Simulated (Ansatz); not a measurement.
# CH8NO2SbSi: the cost of one run

All numbers below are computed with Ansatz 0.2.0 (RKS BHLYP-D4/def2-SVP).

## (1) Starting point

Bond lengths: N1–C2 1.460 Å, C2–O3 1.372 Å, C2–Sb4 2.191 Å, C2–Si5 1.878 Å, Si5–O6 1.712 Å, N1–H7 0.994 Å, N1–H8 1.063 Å, O3–H9 1.044 Å, Sb4–H10 1.718 Å, Sb4–H11 1.827 Å, Si5–H12 1.505 Å, Si5–H13 1.458 Å, O6–H14 0.966 Å. Angles (14 of 20 angles, heavy atoms first): N1–C2–O3 108.0°, N1–C2–Sb4 110.9°, N1–C2–Si5 112.7°, O3–C2–Sb4 106.3°, O3–C2–Si5 109.5°, Sb4–C2–Si5 109.3°, C2–Si5–O6 111.2°, C2–N1–H7 110.5°, C2–N1–H8 104.0°, C2–O3–H9 110.1°, C2–Sb4–H10 92.6°, C2–Sb4–H11 89.8°, C2–Si5–H12 108.4°, C2–Si5–H13 112.3°.

Structure file:

```xyz
14

N    -0.4924   -1.4222    1.0559
C     0.4313   -0.5084    0.3901
O     1.6194   -0.5338    1.0756
Sb    0.8804   -1.1943   -1.6415
Si   -0.2157    1.2536    0.3211
O    -1.7188    1.3291   -0.4944
H    -0.1141   -2.3406    1.0836
H    -1.3558   -1.4136    0.4355
H     1.4588   -0.2989    2.0800
H     1.5058    0.3366   -2.1057
H    -0.8163   -0.7536   -2.1576
H    -0.3938    1.7489    1.7314
H     0.7104    2.1567   -0.3506
H    -1.5122    1.6113   -1.3946
```

## (2) Relaxing end A

The input, input.yaml:

```yaml
crystal:
  periodic: [false, false, false]
  atoms:
    - { symbol: "N", position_ang: [-0.4924, -1.4222, 1.0559] }
    - { symbol: C, position_ang: [0.4313, -0.5084, 0.3901] }
    - { symbol: O, position_ang: [1.6194, -0.5338, 1.0756] }
    - { symbol: Sb, position_ang: [0.8804, -1.1943, -1.6415] }
    - { symbol: Si, position_ang: [-0.2157, 1.2536, 0.3211] }
    - { symbol: O, position_ang: [-1.7188, 1.3291, -0.4944] }
    - { symbol: H, position_ang: [-0.1141, -2.3406, 1.0836] }
    - { symbol: H, position_ang: [-1.3558, -1.4136, 0.4355] }
    - { symbol: H, position_ang: [1.4588, -0.2989, 2.08] }
    - { symbol: H, position_ang: [1.5058, 0.3366, -2.1057] }
    - { symbol: H, position_ang: [-0.8163, -0.7536, -2.1576] }
    - { symbol: H, position_ang: [-0.3938, 1.7489, 1.7314] }
    - { symbol: H, position_ang: [0.7104, 2.1567, -0.3506] }
    - { symbol: H, position_ang: [-1.5122, 1.6113, -1.3946] }
basis:
  gaussian: { orbitals: def2-SVP }
hamiltonian:
  xc: { name: BHLYP }
  dispersion: d4
relax:
  f_tol: 0.015
  max_steps: 40
```

Launch:

```bash
ansatz run input.yaml --threads 2 --pin off --max-ram 3072MiB --backend cpu --events-out ev --progress --plain --runs-dir out
```

Q: Estimate wall time and peak memory on 2 threads of Arm Neoverse V1, shared host.

About 1.8 min, with a peak of 0.44 GiB.
